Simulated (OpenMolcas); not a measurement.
**W²⁺ among point charges: CASSCF levels and susceptibility**

Aim: the splitting of the states of W²⁺ in the field of 5 point charges, its lowest levels with spin-orbit coupling and its magnetic susceptibility.

The numbers are computed with OpenMolcas 26.06 (state-averaged CASSCF, spin-orbit coupling by RASSI with atomic mean-field integrals), except any that are marked as measured or tabulated.

1 further run of the same task is left out (it didn't finish).

### 1 The atom as given

```
Species                           : W²⁺ (tungsten, Z = 74, 72 electrons)
Basis                             : ANO-RCC-VTZP [8s7p5d3f2g1h], 104 functions
Scalar Hamiltonian                : DKH2, point nucleus
Inactive shells                   : 1s 2s 2p 3s 3p 3d 4s 4p 4d 4f 5s 5p
Active space                      : 4 electrons in 5 orbitals (5d)
Some configurations of this space : 5d4
Orbitals                          : optimised for each spin and parity, averaged over all roots
```

The outer shells:

5d4
```
5d [↑ ][↑ ][↑ ][↑ ][  ]
```

The ion sits among 5 point charges of -1.5 e arranged as a square pyramid (C4v), 2.06 Å from the ion, with the axial distance 2.142 Å. The active orbitals were held to one l.

Each step is its own input file, run in one work folder so that later steps find the files of earlier ones. Labels, J, g values, rates, χT and fits are worked out afterwards by a script from the matrices that RASSI stores.

### 2 One- and two-electron integrals

The input, a.inp:

```
&GATEWAY
Coord
1

W 0.0 0.0 0.0
Basis=ANO-RCC-VTZP
Group=NoSym
NoMove
AngMom=0.0 0.0 0.0
AMFI
XField
5 Angstrom 0
2.060000 0.000000 0.000000 -1.500000
0.000000 2.060000 0.000000 -1.500000
-2.060000 0.000000 0.000000 -1.500000
0.000000 -2.060000 0.000000 -1.500000
0.000000 0.000000 2.142400 -1.500000
&SEWARD
```

Started as:

```sh
$ OMP_NUM_THREADS=1 MOLCAS_MEM=1689 MOLCAS_PROJECT=a pymolcas a.inp > a.log
```

Log:

```text
Basis set label: W.ANO-RCC...8S7P5D3F2G1H.

      Electronic valence basis set:
      ------------------
      Associated Effective Charge  74.000000 au
      Associated Actual Charge     74.000000 au
      Nuclear Model: Point charge

      Shell  nPrim  nBasis  Cartesian Spherical Contaminant
         s      24       8        X
         p      21       7        X
         d      15       5                 X
         f      11       3                 X
         g       4       2                 X
         h       2       1                 X
                  Relativistic Douglas-Kroll-Hess integrals:
                    - DKH order of Hamiltonian: 2
                    - DKH order of Properties : 0
                  Atomic mean-field integrals
```

### 3 CASSCF: quintets, 5 roots

The input, a.inp:

```
&RASSCF
FileOrb=start.orb
Symmetry=1
Spin=5
nActEl=4 0 0
Inactive=34
Ras2=5
CIRoot=5 5 1
SDav=5
CIMx=300
Iter=120 100
PrWF=0.3
OrbListing=Nothing
MaxOrb=0
SupSym
1
25 10 11 12 13 14 19 20 21 22 23 35 36 37 38 39 52 53 54 55 56 57 58 59
60 61
>>> COPY $Project.JobIph JOB001
```

Started as:

```sh
$ OMP_NUM_THREADS=1 MOLCAS_MEM=1689 MOLCAS_PROJECT=a pymolcas a.inp > a.log
```

start.orb holds the contracted functions of the basis, ordered by shell, or the orbitals of the step before.

Log, shortened:

```text
[...]
      Number of active orbitals                  5
[...]
      Spin quantum number                      2.0
[...]
      Active orbitals                            5
[...]
      Number of CSFs                             5
      Number of root(s) required                 5
[...]
      Convergence after 10 iterations
[...]
      Natural orbitals and occupation numbers for root  1
      sym 1:   1.000000   1.000000   1.000000   1.000000   0.000000
      Natural orbitals and occupation numbers for root  2
      sym 1:  -0.000000   1.000000   1.000000   1.000000   1.000000
      Natural orbitals and occupation numbers for root  3
      sym 1:   1.000000   1.000000   0.000000   1.000000   1.000000
::    RASSCF root number  1 Total energy: -16130.51976759
::    RASSCF root number  2 Total energy: -16130.45818486
::    RASSCF root number  3 Total energy: -16130.45377519
::    RASSCF root number  4 Total energy: -16130.41950135
::    RASSCF root number  5 Total energy: -16130.41950135
```

### 4 CASSCF: triplets, 45 roots

The input, a.inp:

```
&RASSCF
FileOrb=start.orb
Symmetry=1
Spin=3
nActEl=4 0 0
Inactive=34
Ras2=5
CIRoot=45 45 1
SDav=45
CIMx=300
Iter=120 100
PrWF=0.3
OrbListing=Nothing
MaxOrb=0
SupSym
1
25 10 11 12 13 14 19 20 21 22 23 35 36 37 38 39 52 53 54 55 56 57 58 59
60 61
>>> COPY $Project.JobIph JOB002
```

Log, shortened:

```text
[...]
      Number of active orbitals                  5
[...]
      Spin quantum number                      1.0
[...]
      Active orbitals                            5
[...]
      Number of CSFs                            45
      Number of root(s) required                45
[...]
      Convergence after 10 iterations
[...]
      Natural orbitals and occupation numbers for root  1
      sym 1:   1.043900   0.955634   0.011828   1.913150   0.075489
      Natural orbitals and occupation numbers for root  2
      sym 1:   1.043900   1.913150   0.011828   0.955634   0.075489
      Natural orbitals and occupation numbers for root  3
      sym 1:   0.999955   1.289104   0.011354   0.999955   0.699633
::    RASSCF root number  1 Total energy: -16130.48332086
::    RASSCF root number  2 Total energy: -16130.48332086
::    RASSCF root number  3 Total energy: -16130.45623507
[...]
::    RASSCF root number 27 Total energy: -16130.35347677
::    RASSCF root number 28 Total energy: -16130.34798318
::    RASSCF root number 29 Total energy: -16130.34798318
::    RASSCF root number 30 Total energy: -16130.34259527
```

### 5 Reference wave functions, singlets, 50 roots

The input, a.inp:

```
&RASSCF
FileOrb=start.orb
Symmetry=1
Spin=1
nActEl=4 0 0
Inactive=34
Ras2=5
CIRoot=50 50 1
SDav=50
CIMx=300
Iter=120 100
PrWF=0.3
OrbListing=Nothing
MaxOrb=0
SupSym
1
25 10 11 12 13 14 19 20 21 22 23 35 36 37 38 39 52 53 54 55 56 57 58 59
60 61
>>> COPY $Project.JobIph JOB003
```

Log, shortened:

```text
[...]
      Number of active orbitals                  5
[...]
      Spin quantum number                      0.0
[...]
      Active orbitals                            5
[...]
      Number of CSFs                            50
      Number of root(s) required                50
[...]
      Convergence after 10 iterations
[...]
      Natural orbitals and occupation numbers for root  1
      sym 1:   0.018566   1.909542   0.044517   1.909542   0.117832
      Natural orbitals and occupation numbers for root  2
      sym 1:   0.034131   1.944201   0.024203   0.994187   1.003279
      Natural orbitals and occupation numbers for root  3
      sym 1:   0.994187   0.034131   0.024203   1.944201   1.003279
::    RASSCF root number  1 Total energy: -16130.46921754
::    RASSCF root number  2 Total energy: -16130.45207377
::    RASSCF root number  3 Total energy: -16130.45207377
[...]
::    RASSCF root number 27 Total energy: -16130.32071246
::    RASSCF root number 28 Total energy: -16130.32071246
::    RASSCF root number 29 Total energy: -16130.31434278
::    RASSCF root number 30 Total energy: -16130.30580906
```

### 6 RASSI: spin-orbit coupling between the states

The input, a.inp:

```
&RASSI
NrOfJobIphs=3 5 45 50
1 2 3 4 5
1 2 3 4 5 6 7 8 9 10 11 12 13 14 15 16 17 18 19 20 21 22 23 24 25 26 27
28 29 30 31 32 33 34 35 36 37 38 39 40 41 42 43 44 45
1 2 3 4 5 6 7 8 9 10 11 12 13 14 15 16 17 18 19 20 21 22 23 24 25 26 27
28 29 30 31 32 33 34 35 36 37 38 39 40 41 42 43 44 45 46 47 48 49 50
IphNames
JOB001
JOB002
JOB003
EJob
SpinOrbit
DIPRint=1.0
SOCoupling=1000.0
Subsets=2
Property=9
'ANGMOM' 1 'ANGMOM' 2 'ANGMOM' 3 'MLTPL  1' 1 'MLTPL  1' 2 'MLTPL  1' 3
'AMFI' 1 'AMFI' 2 'AMFI' 3
SOProperty=3
'ANGMOM' 1 'ANGMOM' 2 'ANGMOM' 3
```

Started as:

```sh
$ OMP_NUM_THREADS=1 MOLCAS_MEM=1689 MOLCAS_PROJECT=a pymolcas a.inp > a.log
```

Log:

```text
SPIN-FREE ENERGIES:
  (Shifted by EMIN (a.u.) =     -16130.5197675907)

 SF State       Relative EMIN(au)   Rel lowest level(eV)    D:o, cm**(-1)      L_eff

     1             0.0000000000        0.0000000000              0.0000         1.9
     6             0.0364467285        0.9917660053           7999.1323         3.8
     7             0.0364467285        0.9917660053           7999.1323         3.8
    51             0.0505500481        1.3755368842          11094.4532         4.5
     2             0.0615827263        1.6757513516          13515.8462         2.0
     8             0.0635325196        1.7288079313          13943.7763         4.5
     3             0.0659923967        1.7957445947          14483.6569         2.0
     9             0.0665694187        1.8114461632          14610.2986         4.5
    52             0.0676938251        1.8420428218          14857.0773         4.9
    53             0.0676938251        1.8420428218          14857.0773         4.9
    11             0.0709284011        1.9300601181          15566.9847         3.3
    10             0.0709284011        1.9300601181          15566.9847         3.3
    12             0.0728372451        1.9820024094          15985.9275         4.1
    13             0.0760669475        2.0698870899          16694.7653         2.9
    14             0.0848618529        2.3092086567          18625.0239         2.9
    54             0.0923409018        2.5127239465          20266.4854         5.6
    15             0.0945827536        2.5737278406          20758.5150         3.5
    17             0.0971941425        2.6447873524          21331.6486         3.8
    16             0.0971941425        2.6447873524          21331.6486         3.8
    55             0.0983976384        2.6775361432          21595.7854         4.4
    56             0.0986286838        2.6838232098          21646.4940         4.5
    57             0.0986286838        2.6838232098          21646.4940         4.5
    58             0.0988845954        2.6907869200          21702.6601         4.2
     4             0.1002662430        2.7283834658          22005.8967         2.0
     5             0.1002662430        2.7283834658          22005.8967         2.0
    18             0.1121616651        3.0520743917          24616.6401         3.3
    19             0.1121616651        3.0520743917          24616.6401         3.3
    59             0.1140239936        3.1027509305          25025.3740         4.3
    60             0.1171086374        3.1866883654          25702.3750         3.9
    20             0.1212755177        3.3000749544          26616.8995         4.4
    21             0.1263999981        3.4395191700          27741.5930         4.6
    61             0.1266949584        3.4475454493          27806.3293         4.5
    22             0.1287561548        3.5036334586          28258.7096         4.5
    24             0.1300575608        3.5390465206          28544.3352         3.9
    23             0.1300575608        3.5390465206          28544.3352         3.9
    25             0.1324442180        3.6039907710          29068.1459         3.7
    62             0.1335237499        3.6333663318          29305.0758         5.0
    63             0.1335237499        3.6333663318          29305.0758         5.0
    26             0.1388437788        3.7781316916          30472.6872         4.0
    64             0.1394688536        3.7951408444          30609.8752         3.7
Eigenvalues of complex Hamiltonian:
   -----------------------------------
  (Shifted by EMIN (a.u.) =     -16130.5197675907)

 SO State       Relative EMIN(au)   Rel lowest level(eV)    D:o, cm**(-1)     J-value

     1            -0.0115955768        0.0000000000              0.0000         1.6
     2            -0.0097995006        0.0488737250            394.1932         1.6
     3            -0.0058035579        0.1576088652           1271.2012         2.1
     4            -0.0058035578        0.1576088656           1271.2012         2.1
     5            -0.0042081697        0.2010215877           1621.3484         2.3
     6             0.0213823625        0.8973754446           7237.8211         3.0
     7             0.0302314388        1.1381710775           9179.9688         3.0
     8             0.0302314388        1.1381710778           9179.9688         3.0
     9             0.0322092282        1.1919894681           9614.0434         3.2
    10             0.0329659163        1.2125800001           9780.1173         3.5
    11             0.0351795591        1.2728162896          10265.9557         3.2
    12             0.0420408983        1.4595228415          11771.8456         3.3
    13             0.0445016706        1.5264838671          12311.9227         3.3
    14             0.0445016706        1.5264838662          12311.9227         3.3
    15             0.0498658302        1.6724500853          13489.2196         2.6
    16             0.0513262933        1.7121913116          13809.7543         2.3
    17             0.0530947884        1.7603145150          14197.8941         2.7
    18             0.0530947884        1.7603145144          14197.8941         2.7
    19             0.0536649527        1.7758294763          14323.0307         1.8
    20             0.0564394450        1.8513272582          14931.9613         3.3
    21             0.0564394451        1.8513272585          14931.9613         3.3
    22             0.0577637566        1.8873636128          15222.6141         3.2
    23             0.0593169139        1.9296271760          15563.4928         3.0
    24             0.0614787161        1.9884528108          16037.9535         3.3
    25             0.0617751603        1.9965194662          16103.0155         3.5
    26             0.0617751603        1.9965194665          16103.0155         3.5
    27             0.0624045161        2.0136451096          16241.1431         3.0
    28             0.0631611703        2.0342347196          16407.2095         2.3
    29             0.0635383196        2.0444974745          16489.9842         3.5
    30             0.0663021564        2.1197053069          17096.5763         3.2
    31             0.0663021564        2.1197053074          17096.5763         3.2
    32             0.0688114173        2.1879857728          17647.2954         3.2
    33             0.0688347797        2.1886214972          17652.4228         3.3
    34             0.0688845781        2.1899765806          17663.3523         3.2
    35             0.0688845781        2.1899765809          17663.3523         3.2
    36             0.0715293022        2.2619431905          18243.8022         3.7
    37             0.0715293022        2.2619431904          18243.8022         3.7
    38             0.0736958187        2.3208971072          18719.2976         2.4
    39             0.0762780478        2.3911631401          19286.0314         2.7
    40             0.0776376367        2.4281594387          19584.4266         2.0
    41             0.0776376367        2.4281594381          19584.4266         2.0
Weights of the five most important spin-orbit-free states for each spin-orbit state.

 SO State  Total energy (au)           Spin-free states, spin, and weights
 -------------------------------------------------------------------------------------------------------
    1        -0.011596       1 2.0  0.7554    6 1.0  0.0711    7 1.0  0.0711    2 2.0  0.0327   51 0.0  0.0104
    2        -0.009800       1 2.0  0.8375    6 1.0  0.0511    7 1.0  0.0511    2 2.0  0.0327   19 1.0  0.0057
    3        -0.005804       1 2.0  0.9093    6 1.0  0.0506    2 2.0  0.0092   18 1.0  0.0090   15 1.0  0.0044
    4        -0.005804       1 2.0  0.9093    7 1.0  0.0506    2 2.0  0.0092   19 1.0  0.0090   15 1.0  0.0044
    5        -0.004208       1 2.0  0.9486    6 1.0  0.0127    7 1.0  0.0127   15 1.0  0.0061   29 1.0  0.0046
    6         0.021382       7 1.0  0.2455    6 1.0  0.2455    1 2.0  0.1869   51 0.0  0.1599   13 1.0  0.0488
    7         0.030231       6 1.0  0.7166   13 1.0  0.0488    1 2.0  0.0471    3 2.0  0.0425   12 1.0  0.0225
    8         0.030231       7 1.0  0.7166   13 1.0  0.0488    1 2.0  0.0471    3 2.0  0.0425   12 1.0  0.0225
    9         0.032209       7 1.0  0.4153    6 1.0  0.4153    1 2.0  0.1003   12 1.0  0.0237   16 1.0  0.0088
   10         0.032966       6 1.0  0.4348    7 1.0  0.4348    3 2.0  0.0430   55 0.0  0.0390   17 1.0  0.0119
   11         0.035180       6 1.0  0.4206    7 1.0  0.4206    3 2.0  0.0487   15 1.0  0.0434    1 2.0  0.0200
   12         0.042041      51 0.0  0.3870    3 2.0  0.1149   13 1.0  0.1097   10 1.0  0.1067   11 1.0  0.1067
```

These steps: 61 s of run time, 1 thread of AMD EPYC 9R14 (Zen 4), shared host.

Spin-free states:

| state | degeneracy | E (cm-1) | free-ion L (%) |
| --- | --- | --- | --- |
| quintet | 1 | 0 | D (100) |
| triplet | 2 | 7999 | H (41) |
| singlet | 1 | 11094 | I (48) |
| quintet | 1 | 13516 | D (100) |
| triplet | 1 | 13944 | H (72) |
| quintet | 1 | 14484 | D (100) |
| triplet | 1 | 14610 | H (66) |
| singlet | 2 | 14857 | I (50) |
| triplet | 2 | 15567 | F (40) |
| triplet | 1 | 15986 | G (51) |
| triplet | 1 | 16695 | P (46) |
| triplet | 1 | 18625 | F (43) |
| singlet | 1 | 20266 | I (85) |
| triplet | 1 | 20759 | F (63) |
| triplet | 2 | 21332 | H (41) |
| singlet | 1 | 21596 | G (75) |
| singlet | 2 | 21646 | G (44) |
| singlet | 1 | 21703 | I (36) |
| quintet | 2 | 22006 | D (100) |
| triplet | 2 | 24617 | F (38) |
| singlet | 1 | 25025 | G (50) |
| singlet | 1 | 25702 | D (50) |
| triplet | 1 | 26617 | H (68) |
| triplet | 1 | 27742 | H (76) |

With spin-orbit coupling:

| E (cm-1) | Degeneracy | 2S+1 | g |
| --- | --- | --- | --- |
| 0.0 | 1 | 5 |  |
| 394.2 | 1 | 5 |  |
| 1271 | 2 | 5 | 0.00 0.00 3.06 |
| 1621 | 1 | 5 |  |
| 7238 | 1 | 3 |  |
| 9180 | 2 | 3 | 0.00 0.00 1.89 |
| 9614 | 1 | 3 |  |
| 9780 | 1 | 3 |  |
| 10266 | 1 | 3 |  |
| 11772 | 1 | 3 |  |
| 12312 | 2 | 3 | 0.00 0.00 0.91 |
| 13489 | 1 | 5 |  |
| 13810 | 1 | 5 |  |
| 14198 | 2 | 5 | 0.00 0.00 0.86 |
| 14323 | 1 | 5 |  |
| 14932 | 2 | 3 | 0.00 0.00 1.04 |
| 15223 | 1 | 5 |  |
| 15563 | 1 | 3 |  |
| 16038 | 1 | 3 |  |
| 16103 | 2 | 3 | 0.00 0.00 1.40 |
| 16241 | 1 | 5 |  |
| 16407 | 1 | 5 |  |
| 16490 | 1 | 3 |  |
| 17097 | 2 | 3 | 0.00 0.00 2.89 |

The table of states holds 24 of 76 computed; the rest, higher up, is left out. Principal g values are given for doublets only; a zero marks a field direction without first-order Zeeman splitting.

Powder χT (cm³ K/mol): 0.01 at 2 K, 0.02 at 5 K, 0.05 at 10 K, 0.10 at 20 K, 0.25 at 50 K, 0.49 at 100 K, 0.71 at 150 K, 0.90 at 200 K, 1.05 at 250 K, 1.18 at 300 K.

### 7 Results

| quantity | value |
| --- | --- |
| method | CASSCF |
| spin-free ground state | quintet, 1-fold in its orbital part |
| first state of the same spin within the active space | quintet at 13500 cm⁻¹ |
| lowest level | 1-fold |
| next level | 394.2 cm⁻¹ |
| χT at 300 K | 1.18 cm³ K/mol |
| effective moment at 300 K | 3.08 μB |

The spin-free ground state (quintet) comes to 100 % from free-ion D terms and keeps the highest spin of the shell. χT at 300 K is 1.18, against 3.01 cm³ K/mol for the spin alone, so spin-orbit coupling lowers it. An active space of the d shell alone favours high spin; real ions in strong fields can be low spin. The field of point charges can differ much from that of real complexes. With metal d orbitals alone active, the gaps between spin states are rough; where two lie within a few thousand cm-1, their order is open. Point charges carry no covalency, so the field is a model and not that of real ligands.
